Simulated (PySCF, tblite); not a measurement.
**C6H12FO radical: geometry, infrared bands and EPR parameters**

Aim: predict the infrared bands and EPR parameters of C6H12FO radical (`CO[C@@H](C)[CH]CCF`).

Programs: tblite 0.8.0 and PySCF 2.14.0, with density-fitted response routines of our own. Each step states its level of theory. These are calculated values for one molecule in the gas phase, unless marked as measured. Atoms count from 0, in the outputs and in this text.

## Step 1: The molecule as given

20 atoms, charge 0, multiplicity 2; geometry from: force field or distance geometry start.

Bonds of the start (Å): C0–O1 1.37, O1–C2 1.41, C2–C3 1.52, C2–C4 1.51, C4–C5 1.49, C5–C6 1.52, C6–F7 1.39, C0–H8 1.11, C0–H9 1.13, C0–H10 1.13, C2–H11 1.12, C3–H12 1.09, C3–H13 1.12, C3–H14 1.10, C4–H15 1.09, C5–H16 1.10, C5–H17 1.12, C6–H18 1.11, C6–H19 1.12.

## Step 2: Geometry optimisation with GFN2-xTB

The job: settings as JSON, then the geometry in Å.

```
{"job": {"kind": "relax", "xc": "GFN2-xTB", "basis": "xTB"}, "charge": 0, "multiplicity": 2}
C     -1.900600     1.417800    -0.127000
O     -1.293700     0.462100    -0.905000
C     -0.797200    -0.624300    -0.156900
C     -1.467600    -1.927100    -0.563200
C      0.703600    -0.712000    -0.228700
C      1.318700     0.588500     0.152500
C      2.831600     0.488500     0.071000
F      3.228900     0.175200    -1.226000
H     -1.261800     1.881200     0.649400
H     -2.814400     0.952600     0.342100
H     -2.313700     2.264700    -0.746100
H     -1.043400    -0.458500     0.927100
H     -1.292600    -2.182700    -1.605800
H     -0.978700    -2.721600     0.058500
H     -2.542900    -1.908100    -0.326400
H      1.084900    -1.166100    -1.144600
H      0.945800     1.476600    -0.385600
H      1.099000     0.788200     1.235900
H      3.249700    -0.266300     0.774100
H      3.239300     1.482100     0.382100
```

On the command line:

```bash
$ OMP_NUM_THREADS=1 python probes_run.py task.json out
```

This one command runs all jobs of the session in turn.

**Question.** This job is followed by: GFN2-xTB harmonic vibrations, gas phase; UKS B3LYP, pcH-1 on C F H O, non-relativistic, mean-field spin-orbit, GIAO. Predict these results of the whole session: strongest single infrared mode (GFN2-xTB); zero-point energy (GFN2-xTB); g(iso) (B3LYP); ⟨S²⟩; largest a(iso) (averaged by class); potential on the surface of density 0.002 e/bohr³, 1st and 99th percentile.

The runs gave:

```
                                                                  quantity                  value
                                 strongest single infrared mode (GFN2-xTB)  1091 cm⁻¹, 101 km/mol
                                              zero-point energy (GFN2-xTB)         104.7 kcal/mol
                                                            g(iso) (B3LYP)                2.00260
                                                                      ⟨S²⟩     0.754 (exact 0.75)
                                        largest a(iso) (averaged by class)    13C on C4, 92.7 MHz
potential on the surface of density 0.002 e/bohr³, 1st and 99th percentile     -1.48 V and 0.99 V
```

Over 181 steps the energy fell by 0.588 eV; of the close pairs, C0–H10 changed most, 1.127 to 1.088 Å. The lowest mode is slightly imaginary (12i cm⁻¹), a soft motion within the noise of the Hessian, so the minimum is not strictly shown. The strongest single mode, at 1091 cm⁻¹, moves mainly O1 and C0. GFN2-xTB is a fitted tight-binding method: band positions and strengths are rough. Its intensities can rank the bands wrongly. C4 carries the largest spin population, 1.03 e. The isotropic g lies 0.3 ppt above the free-electron value. These values are for one conformer; the search (at its own cheap level) found 2 more, at 0.50, 0.64 kcal/mol, and measured spectra average over such forms.
